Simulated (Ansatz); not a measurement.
**FH5SiSn: how energies converge with the basis set**

An exercise on one series of results from a longer session: the logs are not shown, and one member is left open.

Method: one geometry, several basis sets; program: Ansatz 0.2.0, Gaussian basis.

Plan: PBE0-D4/def2-SVP; ωB97M-V/def2-SVP; PBE0-D4/def2-QZVPP; ωB97M-V/def2-QZVPP; the functionals' def2-TZVPP values are taken from earlier runs.

## Structure used throughout

An earlier PBE0-D4 in a triple-zeta def2 set relaxation fixed the geometry. Sn takes the def2 core potential; no spin-orbit term is included.

SMILES `F[SiH2][SnH3]`, 8 atoms, charge 0, spin multiplicity 1.

Atoms are counted from 1 here; the program's logs count them from 0.

Bond lengths: F1–Si2 1.607 Å, Si2–Sn3 2.568 Å, Si2–H4 1.486 Å, Si2–H5 1.486 Å, Sn3–H6 1.706 Å, Sn3–H7 1.706 Å, Sn3–H8 1.708 Å. Angles: F1–Si2–Sn3 109.3°, F1–Si2–H4 107.7°, F1–Si2–H5 107.7°, Sn3–Si2–H4 111.6°, Sn3–Si2–H5 111.6°, H4–Si2–H5 108.9°, Si2–Sn3–H6 110.9°, Si2–Sn3–H7 110.9°, Si2–Sn3–H8 109.5°, H6–Sn3–H7 108.7°, H6–Sn3–H8 108.4°, H7–Sn3–H8 108.4°.

Set-up of the first run:

File in.yaml:

```yaml
crystal:
  periodic: [false, false, false]
  atoms:
    - {symbol: F, position_ang: [-2.233082, -0.243470, -0.726605]}
    - {symbol: Si, position_ang: [-0.780185, 0.402176, -0.959198]}
    - {symbol: Sn, position_ang: [0.804180, -0.385065, 0.901532]}
    - {symbol: H, position_ang: [-0.305298, -0.027815, -2.299822]}
    - {symbol: H, position_ang: [-0.937692, 1.879627, -0.955067]}
    - {symbol: H, position_ang: [0.239349, 0.110853, 2.432707]}
    - {symbol: H, position_ang: [0.951825, -2.084359, 0.896680]}
    - {symbol: H, position_ang: [2.353204, 0.290954, 0.653971]}
basis:
  gaussian: {orbitals: def2-SVP}
hamiltonian: {xc: pbe0, dispersion: d4}
output: {orbitals: {seedname: orbitals}}
```

The run is started by

```sh
$ ansatz run in.yaml --threads 2 --pin off --events-out ev --progress --plain --max-ram 4352MiB
```

Among the steps run: PBE0-D4 in def2-SVP; ωB97M-V in def2-SVP; PBE0-D4 in def2-QZVPP; ωB97M-V in def2-QZVPP.

One table of the session follows, with a row left open; its other results are not shown here.

```
functional       basis  HOMO (eV)
   PBE0-D4    def2-SVP          ?
   PBE0-D4  def2-TZVPP      -8.03
   PBE0-D4  def2-QZVPP      -8.04
   ωB97M-V    def2-SVP      -9.97
   ωB97M-V  def2-TZVPP     -10.04
   ωB97M-V  def2-QZVPP     -10.05
```

**Question.** Estimate the row for PBE0-D4, def2-SVP.

As computed: HOMO (eV): -8.00. In the column «HOMO (eV)» it is the highest.
